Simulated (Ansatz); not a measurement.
# GaGeH5: from a rough start to a minimum

Aim: relax GaGeH5 from a cheap starting geometry, then compute its harmonic vibrations to see whether it is a minimum and to get the zero-point energy and entropy, and look at its orbitals and charge.

The runs use Ansatz 0.2.0, Gaussian basis; RKS PBE0-D4/def2-TZVP.

The runs, in order: relaxation at PBE0-D4/def2-TZVP; harmonic vibrations at the same level; a single point in def2-TZVPP for the fields.

## Step 1: Where the work starts

SMILES `[GaH2][GeH3]`, 7 atoms, charge 0, spin multiplicity 1.

Atoms are counted from 1 here; the program's logs count them from 0.

Bond lengths: Ga1–Ge2 2.425 Å, Ga1–H3 1.590 Å, Ga1–H4 1.590 Å, Ge2–H5 1.513 Å, Ge2–H6 1.513 Å, Ge2–H7 1.513 Å. Angles: Ge2–Ga1–H3 124.6°, Ge2–Ga1–H4 124.2°, H3–Ga1–H4 111.2°, Ga1–Ge2–H5 115.1°, Ga1–Ge2–H6 117.1°, Ga1–Ge2–H7 115.8°, H5–Ge2–H6 102.2°, H5–Ge2–H7 102.2°, H6–Ge2–H7 102.2°.

Geometry (Å):

```mol
GaGeH5
  3D, bonds by distance, orders not assigned

  7  6  0  0  0  0  0  0  0  0999 V2000
   -0.3655   -1.3602    0.1177 Ga  0  0
    0.2608    0.9748   -0.0727 Ge  0  0
    0.4742   -2.4599    0.9016 H   0  0
   -1.6724   -1.9902   -0.5337 H   0  0
   -0.2611    1.6820   -1.3038 H   0  0
   -0.1816    1.9002    1.0400 H   0  0
    1.7457    1.2532   -0.1489 H   0  0
  1  2  8  0
  1  3  8  0
  1  4  8  0
  2  5  8  0
  2  6  8  0
  2  7  8  0
M  END
```

The start is a GFN2-xTB geometry.

## Step 2: Optimising with PBE0-D4/def2-TZVP

The input, in.yaml:

```yaml
crystal:
  periodic: [false, false, false]
  atoms:
    - {symbol: Ga, position_ang: [-0.365520, -1.360240, 0.117740]}
    - {symbol: Ge, position_ang: [0.260800, 0.974850, -0.072730]}
    - {symbol: H, position_ang: [0.474150, -2.459900, 0.901560]}
    - {symbol: H, position_ang: [-1.672440, -1.990180, -0.533750]}
    - {symbol: H, position_ang: [-0.261120, 1.682030, -1.303850]}
    - {symbol: H, position_ang: [-0.181560, 1.900230, 1.039970]}
    - {symbol: H, position_ang: [1.745700, 1.253210, -0.148940]}
basis:
  gaussian: {orbitals: def2-TZVP}
hamiltonian: {xc: pbe0, dispersion: d4}
relax: {f_tol: 0.005, max_steps: 150}
```

Run with:

```sh
$ ansatz run in.yaml --threads 2 --pin off --events-out ev --progress --plain --max-ram 32768MiB --backend cpu
```

Further steps of the session: Harmonic vibrations; Fields at the relaxed geometry.

Before running them: what should the planned runs give, taken together? Wanted: point group; shift from the start; total energy; dispersion term; dipole moment; lowest, highest wavenumber; HOMO, LUMO.

As calculated:

```
                  quantity            value
               point group               C1
                     steps                6
shift from the start (rms)          0.097 Å
              total energy  -108963.1336 eV
           dispersion term          -97 meV
             dipole moment           0.31 D
lowest, highest wavenumber   -16, 2140 cm⁻¹
                HOMO, LUMO  -7.60, -2.11 eV
```

What this shows: The relaxed geometry lies 0.10 Å (rms) from the start; the bond that changed most is Ge2–H6, from 1.513 to 1.543 Å. One or more small negative wavenumbers (down to -16 cm⁻¹) point to a very flat motion, so a minimum isn't proven. The stiffest mode, 2140 cm⁻¹, is a Ge–H stretch. Harmonic hybrid wavenumbers usually lie a few per cent above measured fundamentals. The largest Mulliken charge, +0.32 e, sits on Ga1. The HOMO lies mostly on Ge2 30 %; Ga1 26 % and the LUMO on Ga1 55 %; H3, H4 about 15 % each.
